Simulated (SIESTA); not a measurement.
## Ag under changes of volume

One of the cells (18.396 Å³/atom); the others are scaled copies at fixed shape and fractional positions:

```
Ag
1.0
     2.90531    0.00000    0.00000
    -1.45266    2.51608    0.00000
     0.00000    0.00000   10.06623
Ag
4
Direct
  0.00000 0.00000 0.50000
  0.00000 0.00000 0.00000
  0.66667 0.33333 0.75000
  0.33333 0.66667 0.25000
```

This isn't the form of Ag at room conditions, which is fcc.

```yaml
Program: SIESTA 5.4.2
Functional: PBEsol
Potentials_or_basis: PseudoDojo 0.4 standard (PBEsol files)
Basis: DZP (energy shift 0.003 Ry; two zetas on semicore shells)
Grid_cutoff: 800 Ry
Energy_shift: 0.003 Ry
k_mesh: 11 × 11 × 3
Occupations: fermi-dirac, width 0.05 eV
Spin: no spin polarisation
```

| volume (Å³/atom) | energy over the lowest point (meV/atom) | pressure (GPa) |
| --- | --- | --- |
| 16.953 | 0.00 | -1.2 |
| 17.314 | ? | ? |
| 17.675 | 15.51 | -5.4 |
| 18.396 | 47.96 | -8.7 |
| 18.757 | 69.07 | -10.0 |
| 19.117 | 92.71 | -11.0 |

Question: What does the run at 17.314 Å³/atom give?

Answer: Energy over the lowest point 5.37 meV/atom; pressure -3.5 GPa.

Worked out: A Birch-Murnaghan fit of order 3 (a polynomial in V^(-2/3)) to the other rows has its minimum at 16.80 Å³/atom, just outside them, with B0 = V·E''(V) = 127 GPa and B' = 6.1 at fixed shape and positions, which overstates the stiffness. It gives 5.29 meV/atom at 17.314 Å³/atom, against the run's 5.37, and -dE/dV = -3.5 GPa, against -3.5.

Energies are extrapolated to zero smearing.

Caveats: short orbitals over semicore shells can move pressures by several GPa; the basis of atomic orbitals isn't converged, which shifts pressures, moduli and gaps.
